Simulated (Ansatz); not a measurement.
# BBrClH: vertical ionisation energy

One table from this session's results is given with a row withheld; the runs are named, their logs left out.

Method: unrestricted cation, the program's frozen cores in correlated methods; program: Ansatz 0.2.0, Gaussian basis.

Levels to be run: UKS PBE-D4/def2-TZVPP; UKS r2SCAN-D4/def2-TZVPP; UKS PBE0-D4/def2-TZVPP; UKS B3LYP-D4/def2-TZVPP; UKS wB97X-V/def2-TZVPP; UKS wB97M-V/def2-TZVPP; UKS B2PLYP/def2-TZVPP; UHF-CCSD(T)/def2-TZVPP; UHF-MP2/def2-QZVPP; extrapolation to the limit; then −ε(HOMO) from the neutral's earlier runs with LDA (SPW92), PBE-D4, revPBE-D4, BLYP-D4, r2SCAN-D4, B97M-V, PBE0-D4, B3LYP-D4, r2SCANh-D4, r2SCAN0-D4, HSE06-D4, BHLYP-D4, CAM-B3LYP-D4, LC-ωPBE, ωB97X-V, ωB97M-V.

**The geometry**

The geometry comes from an earlier relaxation with PBE0-D4 in a triple-zeta def2 set; it is a stationary point.

SMILES `ClBBr`, 4 atoms, charge 0, spin multiplicity 1.

Atoms are counted from 1 here; the program's logs count them from 0.

Bond lengths: Cl1–B2 1.730 Å, B2–Br3 1.896 Å, B2–H4 1.186 Å. Angles: Cl1–B2–Br3 121.0°, Cl1–B2–H4 120.0°, Br3–B2–H4 119.0°.

The first run:

in.yaml

```yaml
crystal:
  periodic: [false, false, false]
  atoms:
    - {symbol: Cl, position_ang: [-1.581079, -0.566028, 0.167516]}
    - {symbol: B, position_ang: [-0.009721, 0.106317, -0.098023]}
    - {symbol: Br, position_ang: [1.529347, -0.664773, 0.696093]}
    - {symbol: H, position_ang: [0.116853, 1.064283, -0.785887]}
basis:
  gaussian: {orbitals: def2-TZVPP}
total_charge: 1
magnetization: {spin_polarized: true, initial_magnetization: 1}
hamiltonian: {xc: pbe, dispersion: d4}
```

Steps of the session up to this table: Cation, UKS PBE-D4/def2-TZVPP; Cation, UKS r2SCAN-D4/def2-TZVPP; Cation, UKS PBE0-D4/def2-TZVPP; Cation, UKS B3LYP-D4/def2-TZVPP; Cation, UKS wB97X-V/def2-TZVPP; Cation, UKS wB97M-V/def2-TZVPP; Cation, UKS B2PLYP (frozen core)/def2-TZVPP; Cation, UHF-CCSD(T)/def2-TZVPP; Cation, UHF-MP2/def2-QZVPP.

One of the session's tables, all rows but one given; the rest of the session is left out.

It belongs to the step «Ionisation energies side by side». For comparison, −ε(HOMO) of the neutral from earlier runs:

| functional | −ε(HOMO) (eV) |
| --- | --- |
| LDA (SPW92) | 7.50 |
| PBE-D4 | 7.35 |
| revPBE-D4 | 7.30 |
| BLYP-D4 | 7.17 |
| r2SCAN-D4 | 7.67 |
| B97M-V | 7.75 |
| PBE0-D4 | ? |
| B3LYP-D4 | 8.38 |
| r2SCANh-D4 | 8.15 |
| r2SCAN0-D4 | 8.86 |
| HSE06-D4 | 8.25 |
| BHLYP-D4 | 9.78 |
| CAM-B3LYP-D4 | 9.98 |
| LC-ωPBE | 11.39 |
| ωB97X-V | 11.02 |
| ωB97M-V | 10.87 |

**Question.** Estimate the row for PBE0-D4.

As computed: −ε(HOMO) (eV): 8.65. In the column «−ε(HOMO) (eV)» it lies between B3LYP-D4 (8.38) and r2SCAN0-D4 (8.86).
